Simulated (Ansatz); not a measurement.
# TiZn3: the cost of one run

Method: DFT r2SCAN, scalar-relativistic, plane waves, PAW, in Ansatz 0.2.0.

2 further runs of the same task are left out: 2 set aside as unsound or not needed.

### Step 1. The structure to begin with

Symmetry: Pm-3m, No. 221, cubic system. The conventional cell has a = 3.879 Å, b = 3.879 Å, c = 3.879 Å, α = 90.00°, β = 90.00°, γ = 90.00°. Around Ti (site symmetry m-3m) lie 12 Zn at 2.74 Å. Around Zn (site symmetry 4/mmm) lie 4 Ti at 2.74 Å and 8 Zn at 2.74 Å.

Structure file:

```xyz
4
Lattice="3.8786 0.0000 0.0000 0.0000 3.8786 0.0000 0.0000 0.0000 3.8786" Properties=species:S:1:pos:R:3 pbc="T T T"
Ti    0.0000    0.0000    0.0000
Zn    0.0000    1.9393    1.9393
Zn    1.9393    0.0000    1.9393
Zn    1.9393    1.9393    0.0000
```

It is the result of an earlier relaxation at this level (volume 14.59 Å³/atom; gap on the mesh: none (metal)).

### Step 2. Reference cell for the strains

Contents of input.yaml:

```yaml
crystal:
  lattice:
    - [3.8786029235, 0.0, 0.0]
    - [0.0, 3.8786029235, 0.0]
    - [0.0, 0.0, 3.8786029235]
  atoms:
    - { symbol: Ti, position: [0.0, 0.0, 0.0] }
    - { symbol: Zn, position: [0.0, 0.5, 0.5] }
    - { symbol: Zn, position: [0.5, 0.0, 0.5] }
    - { symbol: Zn, position: [0.5, 0.5, 0.0] }
basis:
  ecutwfc: 500
kpoints:
  mp_grid: { grid: [14, 14, 14] }
hamiltonian:
  xc: r2scan
scf:
  occupations: { method: gaussian, width: 0.1 }
output:
  forces: true
  stress: true
  eigenvalues: true
```

On the command line:

```console
$ ansatz run input.yaml --threads 1 --pin off --max-ram 2560MiB --backend cpu --events-out ev --progress --plain --runs-dir out
```

Q: Estimate wall time and peak memory on 1 thread of Arm Neoverse N1, shared host.

About 61 s, with a peak of 0.59 GiB.
